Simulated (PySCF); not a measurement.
# As+, As(2+): ionisation energy in x2c-SVPall

Wanted: the ionisation energy of arsenic, up a ladder of methods.

Program: PySCF 2.14.0. Level of theory: unrestricted determinants in a Gaussian basis, no spin-orbit coupling in the energies. These are calculated values, not measurements, unless marked.

## 1. The system

```
Element                                   : arsenic (Z = 33)
Basis                                     : x2c-SVPall
Hamiltonian                               : the spin-free X2C one-electron Hamiltonian (Gaussian nucleus)
State 1                                   : As+: [Ar] 3d10 4s2 4p2, high-spin 3P determinant
State 2                                   : As(2+): [Ar] 3d10 4s2 4p1, 2P determinant
Methods                                   : UHF, BP86, MN15, MP2, CCSD(T)
Core shells frozen in the correlated runs : valence: [Ar] 3d10 (for As+)
```

The outer shells:

As+ [Ar] 3d10 4s2 4p2
```
[Ar] core
3d [↑↓][↑↓][↑↓][↑↓][↑↓]
4s [↑↓]
4p [↑ ][↑ ][  ]
```

As2+ [Ar] 3d10 4s2 4p1
```
[Ar] core
3d [↑↓][↑↓][↑↓][↑↓][↑↓]
4s [↑↓]
4p [↑ ][  ][  ]
```

The runs were made by one driver on top of PySCF. The scripts below sum up each run's settings (the driver also hands on starting orbitals that pick excited configurations, and frozen orbitals as a list rather than a count), and the logs come from the driver's own runs. The driver starts from symmetry-adapted Hartree-Fock orbitals, holds the occupation by maximum overlap and uses a logarithmic radial grid for functionals, so a plain start would take other cycles.

The driver's launch:

```console
$ OMP_NUM_THREADS=1 python atomrun2.py TASK.json OUT
```

The integrals over 32 functions and the set-up took 0.2 s of CPU time.

## 2. As+, method by method

Level: UHF.

input.py

```python
from pyscf import gto, scf, dft, mp, cc
import basis_set_exchange as bse
mol = gto.M(atom="As 0 0 0", charge=1, spin=2, symmetry="D2h",
            basis=gto.basis.parse(bse.get_basis("x2c-SVPall", elements=["As"], fmt="nwchem", header=False)),
            nucmod="G")
mf = scf.UHF(mol).sfx2c1e()
mf.irrep_nelec = {'Ag': (6, 6), 'B1g': (1, 1), 'B2g': (1, 1), 'B3g': (1, 1), 'B1u': (3, 2), 'B2u': (3, 2), 'B3u': (2, 2)}
mf.kernel()
```

Level: BP86.

Changes to input.py:

```diff
@@ -5,3 +5,3 @@
             nucmod="G")
-mf = scf.UHF(mol).sfx2c1e()
+mf = dft.UKS(mol, xc="B88,P86").sfx2c1e()
 mf.irrep_nelec = {'Ag': (6, 6), 'B1g': (1, 1), 'B2g': (1, 1), 'B3g': (1, 1), 'B1u': (3, 2), 'B2u': (3, 2), 'B3u': (2, 2)}
```

Level: MN15.

Changes to input.py:

```diff
@@ -5,3 +5,3 @@
             nucmod="G")
-mf = dft.UKS(mol, xc="B88,P86").sfx2c1e()
+mf = dft.UKS(mol, xc="MN15").sfx2c1e()
 mf.irrep_nelec = {'Ag': (6, 6), 'B1g': (1, 1), 'B2g': (1, 1), 'B3g': (1, 1), 'B1u': (3, 2), 'B2u': (3, 2), 'B3u': (2, 2)}
```

Level: MP2 (valence).

Changes to input.py:

```diff
@@ -5,4 +5,5 @@
             nucmod="G")
-mf = dft.UKS(mol, xc="MN15").sfx2c1e()
+mf = scf.UHF(mol).sfx2c1e()
 mf.irrep_nelec = {'Ag': (6, 6), 'B1g': (1, 1), 'B2g': (1, 1), 'B3g': (1, 1), 'B1u': (3, 2), 'B2u': (3, 2), 'B3u': (2, 2)}
 mf.kernel()
+mp.UMP2(mf, frozen=14).kernel()
```

Level: CCSD(T) (valence).

Changes to input.py:

```diff
@@ -8,2 +8,3 @@
 mf.kernel()
-mp.UMP2(mf, frozen=14).kernel()
+mycc = cc.CCSD(mf, frozen=14).run()
+mycc.ccsd_t()
```

## 3. As(2+), method by method

Level: UHF.

input.py

```python
from pyscf import gto, scf, dft, mp, cc
import basis_set_exchange as bse
mol = gto.M(atom="As 0 0 0", charge=2, spin=1, symmetry="D2h",
            basis=gto.basis.parse(bse.get_basis("x2c-SVPall", elements=["As"], fmt="nwchem", header=False)),
            nucmod="G")
mf = scf.UHF(mol).sfx2c1e()
mf.irrep_nelec = {'Ag': (6, 6), 'B1g': (1, 1), 'B2g': (1, 1), 'B3g': (1, 1), 'B1u': (2, 2), 'B2u': (3, 2), 'B3u': (2, 2)}
mf.kernel()
```

Level: BP86.

Changes to input.py:

```diff
@@ -5,3 +5,3 @@
             nucmod="G")
-mf = scf.UHF(mol).sfx2c1e()
+mf = dft.UKS(mol, xc="B88,P86").sfx2c1e()
 mf.irrep_nelec = {'Ag': (6, 6), 'B1g': (1, 1), 'B2g': (1, 1), 'B3g': (1, 1), 'B1u': (2, 2), 'B2u': (3, 2), 'B3u': (2, 2)}
```

Level: MN15.

Changes to input.py:

```diff
@@ -5,3 +5,3 @@
             nucmod="G")
-mf = dft.UKS(mol, xc="B88,P86").sfx2c1e()
+mf = dft.UKS(mol, xc="MN15").sfx2c1e()
 mf.irrep_nelec = {'Ag': (6, 6), 'B1g': (1, 1), 'B2g': (1, 1), 'B3g': (1, 1), 'B1u': (2, 2), 'B2u': (3, 2), 'B3u': (2, 2)}
```

Level: MP2 (valence).

Changes to input.py:

```diff
@@ -5,4 +5,5 @@
             nucmod="G")
-mf = dft.UKS(mol, xc="MN15").sfx2c1e()
+mf = scf.UHF(mol).sfx2c1e()
 mf.irrep_nelec = {'Ag': (6, 6), 'B1g': (1, 1), 'B2g': (1, 1), 'B3g': (1, 1), 'B1u': (2, 2), 'B2u': (3, 2), 'B3u': (2, 2)}
 mf.kernel()
+mp.UMP2(mf, frozen=14).kernel()
```

Level: CCSD(T) (valence).

Changes to input.py:

```diff
@@ -8,2 +8,3 @@
 mf.kernel()
-mp.UMP2(mf, frozen=14).kernel()
+mycc = cc.CCSD(mf, frozen=14).run()
+mycc.ccsd_t()
```

What does the calculation give?

The runs gave:

| quantity | value |
| --- | --- |
| ionisation energy, As+ | UHF 18.001, CCSD(T) (valence) 18.296 eV; reference 18.589 |

Accuracy against cost (mean over 1 difference):

```csv
method,mean absolute miss against CCSD(T) (valence) (eV),"CPU time, both states (s)"
UHF,0.295,0.26
BP86,0.354,0.95
MN15,0.363,1.8
MP2 (valence),0.033,0.28
SCS-MP2 (valence),0.101,0.28
CCSD (valence),0.008,
CCSD(T) (valence),0.000,0.6
```

**Reading.** The methods span 0.658 eV, from UHF (18.001) to MN15 (18.658). The reference is uncertain or not like for like (spin-orbit coupling or other relativistic terms), so no ranking of close methods is drawn. All values hold for this basis alone; no basis-set limit was taken. The dearest level timed, MN15, costs 7 times the cheapest, UHF, and differs from CCSD(T) (valence) by 0.36 against 0.29 eV; CCSD(T) (valence) in this basis is a yardstick, not the exact answer.
